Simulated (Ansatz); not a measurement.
# Ba2Bi3: the cost of one run

Method: reference: DFT r2SCAN, plane waves, PAW, scalar-relativistic, no spin polarisation, in Ansatz 0.2.0.

1 further run of the same task is left out (set aside as unsound or not needed).

### Step 1. Starting point

Symmetry: Immm, No. 71, orthorhombic system. The conventional cell has a = 4.875 Å, b = 8.082 Å, c = 10.098 Å, α = 90.00°, β = 90.00°, γ = 90.00°. Bi (site symmetry mmm) has 4 Bi at 3.42 Å and 4 Ba at 3.70 Å as nearest neighbours. Around Bi (site symmetry m2m) lie 3 Bi at 3.28 to 3.42 Å and 6 Ba at 3.67 to 3.71 Å. Around Ba (site symmetry mm2) lie 8 Bi at 3.67 to 3.71 Å.

As a file:

```
CELL_PARAMETERS angstrom
-2.43731 4.04094 5.04902
4.87462 0.00000 0.00000
2.43731 4.04094 -5.04902
ATOMIC_POSITIONS crystal
Bi 0.00000 0.00000 0.00000
Bi 0.70320 0.50000 0.70320
Bi 0.29680 0.50000 0.29680
Ba 0.72450 0.22450 0.27550
Ba 0.27550 0.77550 0.72450
```

### Step 2. Baseline

File input.yaml:

```yaml
crystal:
  lattice:
    - [-2.437308, 4.040936, 5.04902]
    - [4.874616, 0.0, 0.0]
    - [2.437308, 4.040936, -5.04902]
  atoms:
    - { symbol: Bi, position: [0.0, 0.0, 0.0] }
    - { symbol: Bi, position: [0.7032, 0.5, 0.7032] }
    - { symbol: Bi, position: [0.2968, 0.5, 0.2968] }
    - { symbol: Ba, position: [0.7245, 0.2245, 0.2755] }
    - { symbol: Ba, position: [0.2755, 0.7755, 0.7245] }
  symmetry: { tolerance: 0.0003 }
kpoints:
  mp_grid: { grid: [4, 4, 4], shift: [0, 0, 0] }
magnetization:
  spin_polarized: false
scf:
  occupations: { method: fermi_dirac, width: 0.0285 }
hamiltonian:
  pseudopotentials: { kind: paw }
  xc: r2scan
basis:
  ecutwfc: 500
output:
  forces: true
  stress: true
  eigenvalues: true
  write_density: true
  write_potential: true
  elf: true
  volumetric_format: npy
```

Command:

```console
$ ansatz run input.yaml --threads 1 --pin off --max-ram 2560MiB --backend cpu --events-out ev --progress --plain --runs-dir out
```

**Question.** How long does this run take on 1 thread of Arm Neoverse V1, shared host, and how much memory does it need?

About 31 s, with a peak of 0.92 GiB.
